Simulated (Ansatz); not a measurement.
# SiGe: an axial (c/a) deformation path

One table from this session's results is given with a row withheld; the runs are named, their logs left out.

Program: Ansatz 0.2.0. Level of theory: DFT PBEsol, scalar-relativistic, plane waves, PAW. These are calculated values, not measurements.

## Starting point

It takes space group P6_3mc (No. 186, hexagonal). The conventional cell has a = 3.904 Å, b = 3.904 Å, c = 6.451 Å, α = 90.00°, β = 90.00°, γ = 120.00°. Si (site symmetry 3m) is surrounded by 4 Ge at 2.40 to 2.41 Å. Ge (site symmetry 3m) has 4 Si at 2.40 to 2.41 Å in its first shell of neighbours.

Structure file:

```
Si Ge
1.0
     3.90445    0.00000    0.00000
    -1.95223    3.38135    0.00000
     0.00000    0.00000    6.45078
Si Ge
2 2
Direct
  0.66667 0.33333 0.87461
  0.33333 0.66667 0.37461
  0.66667 0.33333 0.50039
  0.33333 0.66667 0.00039
```

It goes back to an entry of the Materials Project, which need not be the stable form.

No relaxation comes first: the listed cell is the starting point.

## Zero of energy

The reference gives a free energy of -9749.8660 eV, pressure -0.25 GPa, largest force 0.011 eV/Å and gap on the mesh 0.35 eV. It was computed beforehand with the settings of the runs below.

Set-up of the first run:

At fixed volume and fractional coordinates, lengths along (0.000, 0.000, 1.000) are scaled against those across it; ρ is that ratio over its starting value.

Input file input.yaml:

```yaml
crystal:
  lattice:
    - [4.1218011386, 0.0, 0.0]
    - [-2.0609005693, 3.5695844954, 0.0]
    - [0.0, 0.0, 5.7883979793]
  atoms:
    - { symbol: Si, position: [0.6666666667, 0.3333333333, 0.874607] }
    - { symbol: Si, position: [0.3333333333, 0.6666666667, 0.374607] }
    - { symbol: Ge, position: [0.6666666667, 0.3333333333, 0.500392] }
    - { symbol: Ge, position: [0.3333333333, 0.6666666667, 0.000392] }
basis:
  ecutwfc: 420
kpoints:
  mp_grid: { grid: [12, 12, 6] }
hamiltonian:
  xc: pbesol
scf:
  occupations: { method: gaussian, width: 0.03 }
output:
  forces: true
  stress: true
  eigenvalues: true
  write_density: true
  write_potential: true
  elf: true
  volumetric_format: npy
```

Command:

```sh
> ansatz run input.yaml --threads 1 --pin off --max-ram 2560MiB --backend cpu --events-out ev --progress --plain --runs-dir out
```

Steps of the session up to this table: At ρ = 0.850; At ρ = 1.200; At ρ = 0.920; ρ = 1.100; At ρ = 0.960; At ρ = 1.050; ρ = 0.800; At ρ = 1.300.

One of the session's tables, all rows but one given; the rest of the session is left out.

Collected from the runs (energy zero: the undisturbed cell):

```
    ρ  ΔE (meV/atom)  pressure (GPa)  gap on the mesh (eV)
0.800          532.9             7.7                  0.00
0.850          271.2             3.9                  0.00
0.920           66.7             0.8                  0.00
0.960           15.4             0.0                  0.00
1.000            0.0            -0.2                  0.35
1.050              ?               ?                     ?
1.100           75.3             0.9                  0.12
1.200          246.0             3.5                  0.00
1.300          446.7             6.7                  0.00
```

**Question.** Estimate the row for ρ = 1.050.

Worked estimate for «ΔE (meV/atom)». A straight line through the neighbours (1.000, 0.0) and (1.100, 75.3) gives 0.0 + (75.3 − 0.0) × (1.050 − 1.000) / (1.100 − 1.000) = 37.6; a parabola fitted to 4 rows on both sides gives 25.2.

**Answer.** ΔE (meV/atom): 20.7; pressure (GPa): 0.0; gap on the mesh (eV): 0.29. In «ΔE (meV/atom)» the line misses by +16.9 and the parabola by +4.5.

Where the gap reads zero, the mesh chosen for the insulator is on the coarse side.
